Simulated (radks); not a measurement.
**Bi⁷¹⁺ in [Ne] 4f2: an all-electron calculation**

One table from this session's results is given with a row withheld; the runs are named, their logs left out.

Method: scalar-relativistic Kohn-Sham, PBE, spin-polarised, spherical densities, finite nucleus; open shells are filled with parallel spins first. Code: radks (a radial shooting solver on a logarithmic mesh, Libxc functionals) version 1.

### The system

* element: bismuth (Z = 83)
* charge: +71
* electrons: 12
* configuration: [Ne] 4f2
* nuclear rms radius: 5.5211 fm

Outer shells as boxes (Hund's rule):

Bi⁷¹⁺
```
[Ne] core
4f [↑ ][↑ ][  ][  ][  ][  ][  ]
```

Set-up of the first run:

Input:

```text
Z 83
configuration [Ne] 4f2 3s0 3p0 3d0 5f0
relativity scalar-relativistic
functional pbe,pbe
spin polarised
nucleus finite rms 5.5211 fm
c 137.035999084
```

Launch:

```
$ python run_ks.py task.json out
```

All runs below come from this command, one after another.

One table of the session follows, with a row left open; its other results are not shown here.

It belongs to the step «Radial structure». Radial moments (bohr):

| level | <r> | outermost maximum (interpolated) | 90 % within | nodes |
| --- | --- | --- | --- | --- |
| 1s down | 0.01578 | 0.00966 | 0.0289 | 0 |
| 1s up | 0.01578 | 0.00966 | 0.0289 | 0 |
| 2s up | ? | ? | ? | ? |
| 2s down | 0.06554 | 0.0558 | 0.102 | 1 |
| 2p up | 0.05943 | 0.0464 | 0.0967 | 0 |
| 2p down | 0.05942 | 0.0464 | 0.0966 | 0 |
| 3s up | 0.1576 | 0.150 | 0.229 | 2 |
| 3s down | 0.1571 | 0.150 | 0.228 | 2 |
| 3p up | 0.1561 | 0.148 | 0.231 | 1 |
| 3p down | 0.1555 | 0.148 | 0.230 | 1 |
| 3d up | 0.1377 | 0.117 | 0.209 | 0 |
| 3d down | 0.1372 | 0.117 | 0.208 | 0 |
| 4f up | 0.2442 | 0.217 | 0.354 | 0 |
| 5f up | 0.4298 | 0.447 | 0.613 | 1 |

**Question.** Estimate the row for 2s up.

**Answer.** <r>: 0.06555; outermost maximum (interpolated): 0.0558; 90 % within: 0.102; nodes: 1. In the column «<r>» it lies between 2s down (0.06554) and 3d down (0.1372).
